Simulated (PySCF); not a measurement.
The system is FBClBr, in a box.

```
F B Cl Br
1.0
    10.00000    0.00000    0.00000
     0.00000   12.00000    0.00000
     0.00000    0.00000   12.00000
F B Cl Br
1 1 1 1
Direct
  0.49289 0.39029 0.43512
  0.49672 0.49018 0.47882
  0.45968 0.50745 0.61916
  0.54292 0.61321 0.38651
```

Base run:

```yaml
Program: PySCF 2.14.0
Functional: CAM-B3LYP
Dispersion: D3(BJ)
Potentials_or_basis: pob-tzvp-rev2 (all-electron)
k_mesh: 1 × 1 × 1
Occupations: fixed
Spin: no spin polarisation
```

Its results: gap between the frontier levels 10.44 eV.

Question: The run is repeated on the same cell with these changes: functional from CAM-B3LYP to revPBE. What comes out?

Answer: Gap between the frontier levels 5.53 eV.

CAM-B3LYP gives the wider gap, since exact exchange removes part of the self-interaction.

Caveats: this is a molecule in a periodic box at the Γ point, so its band gap is the HOMO-LUMO gap; relativity is left out, which matters for the heavier elements; the basis of atomic orbitals isn't converged, which shifts pressures, moduli and gaps; this basis is made for solids and lacks diffuse functions, so gaps of a molecule come out too wide by an eV or more.

A k mesh can miss the band edges.

Not every run made on this cell is shown here.
